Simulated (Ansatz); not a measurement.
# C₄H₃F₅: taking an electron away

Aim: the vertical ionisation energy of C₄H₃F₅, as cation minus neutral at the neutral's geometry, on several levels, and how well −ε(HOMO) stands in for it.

Program: Ansatz 0.2.0, Gaussian basis. Level of theory: unrestricted cation, the program's frozen cores in correlated methods. These are calculated values, not measurements.

The runs, in order: UKS PBE-D4/def2-TZVPP; UKS r2SCAN-D4/def2-TZVPP; UKS PBE0-D4/def2-TZVPP; UKS B3LYP-D4/def2-TZVPP; UKS wB97X-V/def2-TZVPP; UKS wB97M-V/def2-TZVPP; UKS B2PLYP/def2-TZVPP; UHF-CCSD(T)/def2-TZVPP; UHF-MP2/def2-QZVPP; extrapolation to the limit; then −ε(HOMO) from the neutral's earlier runs with LDA (SPW92), PBE-D4, revPBE-D4, BLYP-D4, r2SCAN-D4, B97M-V, PBE0-D4, B3LYP-D4, r2SCANh-D4, r2SCAN0-D4, HSE06-D4, BHLYP-D4, CAM-B3LYP-D4, LC-ωPBE, ωB97X-V, ωB97M-V.

### 1 The relaxed structure

All runs share one geometry, relaxed beforehand with PBE0-D4 in a triple-zeta def2 set.

SMILES `FC/C(F)=C\C(F)(F)F`, 12 atoms, charge 0, spin multiplicity 1.

Atoms are counted from 1 here; the program's logs count them from 0.

Bond lengths: F1–C2 1.376 Å, C2–C3 1.488 Å, C2–H10 1.090 Å, C2–H11 1.095 Å, C3–F4 1.331 Å, C3–C5 1.324 Å, C5–C6 1.492 Å, C5–H12 1.082 Å, C6–F7 1.341 Å, C6–F8 1.335 Å, C6–F9 1.345 Å. Angles: F1–C2–C3 109.7°, F1–C2–H10 109.1°, F1–C2–H11 108.1°, C3–C2–H10 111.1°, C3–C2–H11 109.1°, H10–C2–H11 109.6°, C2–C3–F4 112.4°, C2–C3–C5 128.7°, F4–C3–C5 118.9°, C3–C5–C6 123.7°, C3–C5–H12 120.0°, C6–C5–H12 116.2°, C5–C6–F7 112.9°, C5–C6–F8 110.1°, C5–C6–F9 112.6°, F7–C6–F8 107.4°, F7–C6–F9 106.4°, F8–C6–F9 107.2°.

### 2 Cation, UKS PBE-D4/def2-TZVPP

Contents of in.yaml:

```yaml
crystal:
  periodic: [false, false, false]
  atoms:
    - {symbol: F, position_ang: [1.624141, -1.880864, -0.832431]}
    - {symbol: C, position_ang: [0.916698, -0.726593, -1.079686]}
    - {symbol: C, position_ang: [0.993762, 0.172846, 0.102887]}
    - {symbol: F, position_ang: [2.245763, 0.517307, 0.396713]}
    - {symbol: C, position_ang: [0.005720, 0.665118, 0.833452]}
    - {symbol: C, position_ang: [-1.433273, 0.339616, 0.608846]}
    - {symbol: F, position_ang: [-1.684404, -0.977237, 0.651583]}
    - {symbol: F, position_ang: [-2.185811, 0.919698, 1.546917]}
    - {symbol: F, position_ang: [-1.880823, 0.771942, -0.583498]}
    - {symbol: H, position_ang: [-0.116612, -0.983719, -1.310767]}
    - {symbol: H, position_ang: [1.372055, -0.226158, -1.940874]}
    - {symbol: H, position_ang: [0.219784, 1.352844, 1.640757]}
basis:
  gaussian: {orbitals: def2-TZVPP}
total_charge: 1
magnetization: {spin_polarized: true, initial_magnetization: 1}
hamiltonian: {xc: pbe, dispersion: d4}
```

The run is started by

```console
ansatz run in.yaml --threads 2 --pin off --events-out ev --progress --plain --max-ram 32768MiB --backend cuda --devices 0, --max-vram 18GiB
```

The runs that follow: Cation, UKS r2SCAN-D4/def2-TZVPP; Cation, UKS PBE0-D4/def2-TZVPP; Cation, UKS B3LYP-D4/def2-TZVPP; Cation, UKS wB97X-V/def2-TZVPP; Cation, UKS wB97M-V/def2-TZVPP; Cation, UKS B2PLYP (frozen core)/def2-TZVPP; Cation, UHF-CCSD(T)/def2-TZVPP; Cation, UHF-MP2/def2-QZVPP.

Q: Predict the results of all the runs planned. Wanted: ionisation energy, CCSD(T)/CBS; nearest functional by difference; nearest −ε(HOMO); −ε(HOMO) of PBE; T1 of the cation.

The runs gave:

| quantity | value |
| --- | --- |
| ionisation energy, CCSD(T)/CBS | 11.34 eV |
| nearest functional by difference | B2PLYP (-0.33 eV) |
| nearest −ε(HOMO) | LC-ωPBE (+0.07 eV) |
| −ε(HOMO) of PBE | 7.31 eV |
| T1 of the cation | 0.018 |

What this shows: Energy differences with functionals land within 0.71 eV of the reference. The PBE orbital energy is 4.0 eV too small: a semilocal HOMO is no ionisation energy. Among orbital estimates LC-ωPBE comes nearest. Hartree-Fock falls 1.36 eV short, as the neutral has more correlation energy than the cation.
